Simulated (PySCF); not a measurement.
**SI2: relaxation and vibrations of the singlet**

The task is one start of a wider search on SI2: the singlet, from a linear start. It is relaxed, tested by its Hessian and followed downhill if it is a saddle.

Computed with PySCF 2.14.0. Level: PBE0, basis S def2-TZVP, I def2-TZVP with ECP28, scalar-relativistic core potentials, no spin–orbit coupling, density fitting.

## 1. The system as given

3 atoms, charge 0, spin multiplicity 1.

Bond lengths: S1–I2 2.360 Å, S1–I3 2.360 Å. Angles: I2–S1–I3 180.0°.

Coordinates in bohr (charge 0 multiplicity 1):
```
S     0.0000    0.0000    0.0000
I     0.0000    0.0000    4.4598
I     0.0000    0.0000   -4.4598
```

## 2. Finding the electronic state

One driver script runs all steps and calls PySCF; scf.py shows how it sets up the SCF of each step. The optimiser is the driver's own. After this first run the driver tries any further starts and a stability analysis.

Contents of scf.py:

```python
from pyscf import gto, scf, dft
mol = gto.M(atom='''
S      0.000000     0.000000     0.000000
I      0.000000     0.000000     2.360000
I      0.000000     0.000000    -2.360000''',
    basis={'S': 'def2-TZVP', 'I': 'def2-TZVP'},
    ecp={'I': 'def2-TZVP'},
    charge=0, spin=0)
mf = dft.RKS(mol, xc='PBE0')
mf.grids.atom_grid = (50, 194)
aux = {'S': 'def2-universal-JKFIT', 'I': 'def2-universal-JKFIT'}
mf = mf.density_fit(auxbasis=aux)
mf.conv_tol = 1e-08
mf.diis_space = 10
mf.max_cycle = 60
mf.init_guess = 'minao'
mf.verbose = 4
mf.kernel()
```

The run is started by

```sh
> OMP_NUM_THREADS=4 python axn.py task.json out
```

What it wrote:

```text
init E= -908.9951125987
cycle= 1 E= -989.907234599965  delta_E= -80.9  |g|= 4.71  |ddm|= 26.9
  HOMO = -0.0249729229224554  LUMO = -0.0176005142679312  gap/eV = 0.20061
cycle= 2 E= -988.368942664811  delta_E= 1.54  |g|= 5.49  |ddm|= 11.7
  HOMO = -0.0822085881853593  LUMO = -0.0462819017834362  gap/eV = 0.97761
cycle= 3 E= -992.717727633901  delta_E= -4.35  |g|= 1.52  |ddm|= 5.59
cycle= 4 E= -992.891702611638  delta_E= -0.174  |g|= 1.38  |ddm|=  2.9
  HOMO = -0.234757092428648  LUMO = -0.232358182954127  gap/eV = 0.06528
cycle= 5 E= -993.409759976361  delta_E= -0.518  |g|= 0.245  |ddm|= 1.05
  HOMO = -0.23258673622731  LUMO = -0.194752515779905  gap/eV = 1.02952
cycle= 6 E= -993.427057368746  delta_E= -0.0173  |g|= 0.129  |ddm|= 0.396
  HOMO = -0.24238357003797  LUMO = -0.202749709880416  gap/eV = 1.07849
cycle= 7 E= -993.432469876725  delta_E= -0.00541  |g|= 0.0154  |ddm|= 0.152
  HOMO = -0.242353602052853  LUMO = -0.200781702960616  gap/eV = 1.13123
cycle= 8 E= -993.432545670445  delta_E= -7.58e-05  |g|= 0.0077  |ddm|= 0.0271
  HOMO = -0.242651866462372  LUMO = -0.20094810419037  gap/eV = 1.13482
cycle= 9 E= -993.43256041419  delta_E= -1.47e-05  |g|= 0.00231  |ddm|= 0.00732
  HOMO = -0.242737846093825  LUMO = -0.201054268474358  gap/eV = 1.13427
cycle= 10 E= -993.432562027173  delta_E= -1.61e-06  |g|= 0.000131  |ddm|= 0.00223
  HOMO = -0.24274503223636  LUMO = -0.201057889240863  gap/eV = 1.13436
cycle= 11 E= -993.432562032801  delta_E= -5.63e-09  |g|= 6.35e-06  |ddm|= 0.000132
  HOMO = -0.242745867133435  LUMO = -0.201059081921937  gap/eV = 1.13436
Extra cycle  E= -993.432562032781  delta_E= 2.05e-11  |g|= 1.43e-05  |ddm|= 3.14e-05
converged SCF energy = -993.432562032781
```

This step, with its further starts and checks, needed 22 s of wall time on 4 threads, shared host.

Energies from each starting density:

```csv
start,energy (Eh)
the minimal-basis guess,-993.432562
a thermally smeared density,-993.432563
a smeared PBE density,-993.432563
```

The test of internal stability and the other starts found no lower closed-shell solution.

## 3. Linear start, singlet: relaxation

The program finds D∞h symmetry in the start, which this walk keeps.

scf.py, as its differences from that of step 2:

```diff
@@ -16 +15,0 @@
-mf.init_guess = 'minao'
```

Energy and gradient, step by step:

```csv
step,energy (Eh),change (kJ/mol),largest symmetric gradient (Eh/bohr)
0,-993.432562,0.00,0.04011
1,-993.441708,-24.01,0.00871
2,-993.442283,-25.52,0.00207
3,-993.442320,-25.62,0.00015
4,-993.442320,-25.62,0.00000
```

The walk took 22 s.

Positions (Å) and forces (eV/Å) along the way:

```
step 0
S    0.000   0.000   0.000   0.000   0.000   0.000
I    0.000   0.000   2.360   0.000   0.000   2.063
I    0.000   0.000  -2.360   0.000   0.000  -2.063
step 1
S    0.000   0.000   0.000   0.000   0.000   0.000
I    0.000   0.000   2.464   0.000   0.000   0.448
I    0.000   0.000  -2.464   0.000   0.000  -0.448
step 2
S    0.000   0.000   0.000   0.000   0.000   0.000
I    0.000   0.000   2.492   0.000   0.000   0.106
I    0.000   0.000  -2.492   0.000   0.000  -0.106
step 3
S    0.000   0.000   0.000   0.000   0.000  -0.002
I    0.000   0.000   2.501   0.000   0.000   0.009
I    0.000   0.000  -2.501   0.000   0.000  -0.007
step 4
S    0.000   0.000   0.000   0.000   0.000   0.000
I    0.000   0.000   2.502   0.000   0.000   0.000
I    0.000   0.000  -2.502   0.000   0.000   0.000
```

It settles in D∞h symmetry, 25.6 kJ/mol below the start, after 4 steps: S–I 2.502 Å (×2); I–S–I 180.0°.

## 4. Vibrations and properties at this point

The point is checked on the finer grid, and tightened if its gradient asks for it. The Hessian and the dipole derivatives come from central differences of analytic gradients, with steps of 0.02 bohr.

scf.py, as its differences from that of step 3:

```diff
@@ -3,3 +3,3 @@
-S      0.000000     0.000000     0.000000
-I      0.000000     0.000000     2.360000
-I      0.000000     0.000000    -2.360000''',
+S      0.000000    -0.000000     0.000000
+I      0.000000    -0.000000     2.501733
+I      0.000000     0.000000    -2.501733''',
@@ -10 +10 @@
-mf.grids.atom_grid = (50, 194)
+mf.grids.atom_grid = (75, 302)
@@ -13 +13 @@
-mf.conv_tol = 1e-08
+mf.conv_tol = 1e-10
```

This SCF starts from the last density.

SCF at the final geometry:

```text
init E= -993.44231520095
  HOMO = -0.254448965639588  LUMO = -0.21316440398777  gap/eV = 1.12341
cycle= 1 E= -993.442315198764  delta_E= 2.19e-09  |g|= 7.24e-05  |ddm|= 0.00014
  HOMO = -0.254452751920327  LUMO = -0.213168620178858  gap/eV = 1.12340
cycle= 2 E= -993.442315167934  delta_E= 3.08e-08  |g|= 0.000269  |ddm|= 0.00053
  HOMO = -0.254450446492578  LUMO = -0.21316604473405  gap/eV = 1.12341
cycle= 3 E= -993.442315201068  delta_E= -3.31e-08  |g|= 1.3e-05  |ddm|= 0.000425
  HOMO = -0.254449961844647  LUMO = -0.213165505641082  gap/eV = 1.12341
cycle= 4 E= -993.442315201125  delta_E= -5.66e-11  |g|= 6.79e-07  |ddm|= 1.42e-05
  HOMO = -0.254449995471053  LUMO = -0.213165547410851  gap/eV = 1.12341
Extra cycle  E= -993.442315201121  delta_E= 3.41e-12  |g|= 1.36e-06  |ddm|= 3.48e-06
converged SCF energy = -993.442315201121
```

The whole step took 2.4 min.

Geometry: D∞h; S–I 2.502 Å (×2); I–S–I 180.0°.

Harmonic modes (main isotopes):

```csv
ω (cm⁻¹),IR (km/mol)
360i,6.2
342i,4.9
153,0.0
240,259
```

2 modes are imaginary, the largest at 360i cm⁻¹: a saddle point, not a minimum.

Here the density breaks the symmetry of the frame, and no labels are given; pairs that should be degenerate can split.

Constants and moments:

- Dipole moment: 0.00 D
- Highest occupied level: -6.92 eV
- Lowest empty level: -5.80 eV
- Rotational constants: 0.01061 cm⁻¹
- Zero-point energy (real modes): 2.4 kJ/mol
- Principal polarisabilities: 53.8, 53.9, 250.1 bohr³
- Atomisation energy without zero-point energy: 216 kJ/mol
- Principal traceless quadrupole moments about the centre of mass: -5.91, 2.27, 3.64 D Å

Charges (e) and bond orders:

| atom | Mulliken | Löwdin | polar tensor | Mayer order to S1 |
| --- | --- | --- | --- | --- |
| S1 | 0.05 | -0.02 | 1.18 | – |
| I2,3 | -0.03 | 0.01 | -0.59 | 1.14 |

Mulliken populations on S1: s 5.98, p 9.80, d 0.16, f 0.01.

## 5. Following the imaginary mode

The start is the last point, displaced along its most imaginary mode.

The program finds C2v symmetry in the start, which this walk keeps.

scf.py, as its differences from that of step 4:

```diff
@@ -3,3 +3,3 @@
-S      0.000000    -0.000000     0.000000
-I      0.000000    -0.000000     2.501733
-I      0.000000     0.000000    -2.501733''',
+S     -0.085038     0.084668     0.000000
+I      0.010712    -0.010665     2.501733
+I      0.010712    -0.010665    -2.501733''',
@@ -10 +10 @@
-mf.grids.atom_grid = (75, 302)
+mf.grids.atom_grid = (50, 194)
@@ -13 +13 @@
-mf.conv_tol = 1e-10
+mf.conv_tol = 1e-08
```

The optimiser's trace:

```csv
step,energy (Eh),change (kJ/mol),largest symmetric gradient (Eh/bohr)
0,-993.446006,0.00,0.01780
1,-993.465296,-50.65,0.02014
2,-993.486208,-105.55,0.03184
3,-993.505810,-157.02,0.02850
4,-993.520456,-195.47,0.00568
5,-993.522449,-200.70,0.00305
6,-993.522512,-200.87,0.00138
7,-993.522530,-200.91,0.00008
8,-993.522530,-200.91,0.00001
```

The walk took 25 s.

End point (C2v, 8 steps, 200.9 kJ/mol gained): S–I 2.374 Å (×2); I–S–I 106.3°.

## 6. Is it a minimum? Harmonic modes

The same treatment as at the point before.

scf.py, as its differences from that of step 5:

```diff
@@ -3,3 +3,3 @@
-S     -0.085038     0.084668     0.000000
-I      0.010712    -0.010665     2.501733
-I      0.010712    -0.010665    -2.501733''',
+S     -0.895992     0.892092     0.000000
+I      0.112867    -0.112376     1.899423
+I      0.112867    -0.112376    -1.899423''',
@@ -10 +10 @@
-mf.grids.atom_grid = (50, 194)
+mf.grids.atom_grid = (75, 302)
@@ -13 +13 @@
-mf.conv_tol = 1e-08
+mf.conv_tol = 1e-10
```

SCF at the final geometry:

```text
init E= -993.522535279926
  HOMO = -0.247385101400752  LUMO = -0.118068618479161  gap/eV = 3.51888
cycle= 1 E= -993.522535279931  delta_E= -5e-12  |g|= 3.25e-06  |ddm|= 4.82e-06
  HOMO = -0.247384980240438  LUMO = -0.118068637848058  gap/eV = 3.51888
Extra cycle  E= -993.522535279927  delta_E= 3.87e-12  |g|= 5.19e-06  |ddm|= 7.47e-06
converged SCF energy = -993.522535279927
```

The whole step needed 27 s of wall time on 4 threads, shared host.

Geometry: C2v; S–I 2.374 Å (×2); I–S–I 106.3°.

Harmonic modes (main isotopes):

```
symmetry  ω (cm⁻¹)  IR (km/mol)  μ (u)
      a1        92          0.0  96.73
      a1       351          0.0  38.17
      b2       376         18.1  36.46
```

All wavenumbers are real: a minimum.

Constants and moments:

```
Dipole moment                                                   : 0.54 D
Highest occupied level                                          : -6.73 eV
Lowest empty level                                              : -3.21 eV
Rotational constants                                            : 0.2929, 0.01841, 0.01732 cm⁻¹
Zero-point energy                                               : 4.9 kJ/mol
Principal polarisabilities                                      : 52.4, 68.2, 125.1 bohr³
Atomisation energy without zero-point energy                    : 426 kJ/mol
Principal traceless quadrupole moments about the centre of mass : -5.77, -0.03, 5.80 D Å
Entropy at 298.15 K and 1 bar                                   : 320.3 J/(mol K)
Heat capacity Cp at 298.15 K                                    : 54.4 J/(mol K)
Enthalpy at 298.15 K above 0 K                                  : 13.70 kJ/mol
Rotational symmetry number                                      : 2
```

Charges (e) and bond orders:

| atom | Mulliken | Löwdin | polar tensor | Mayer order to S1 |
| --- | --- | --- | --- | --- |
| S1 | -0.13 | -0.08 | 0.21 | – |
| I2,3 | 0.07 | 0.04 | -0.11 | 1.12 |

Mulliken populations on S1: s 5.93, p 10.04, d 0.15, f 0.01.

## 7. All stationary points

| spin | group | bonds | imaginary modes (cm⁻¹) | ΔE (kJ/mol) | with zero-point energy |
| --- | --- | --- | --- | --- | --- |
| singlet | C2v | S–I 2.374 Å (×2) | none | 0.0 | 0.0 |
| singlet | D∞h (density of lower symmetry) | S–I 2.502 Å (×2) | 360i, 342i | 210.6 | – |

## 8. What came out

```
                                 quantity                           value
                                  minimum                    singlet, C2v
                                 geometry  S–I 2.374 Å (×2); I–S–I 106.3°
                       wavenumbers (cm⁻¹)     92 (a1), 351 (a1), 376 (b2)
                            dipole moment                          0.54 D
     highest occupied, lowest empty level                 -6.73, -3.21 eV
                polar-tensor charge of S1                         +0.21 e
                        zero-point energy                      4.9 kJ/mol
                      entropy at 298.15 K                 320.3 J/(mol K)
atomisation energy (no zero-point energy)                      426 kJ/mol
```

From D∞h at the start the molecule goes to a C2v minimum, after a stop at a second-order saddle point 210.6 kJ/mol higher, from which it was pushed off along an imaginary mode. The strongest infrared band lies at 376 cm⁻¹ (b2). Other starts or spin states, not run here, may lie lower. Spin–orbit coupling is left out.

The search up to here took 4 min.
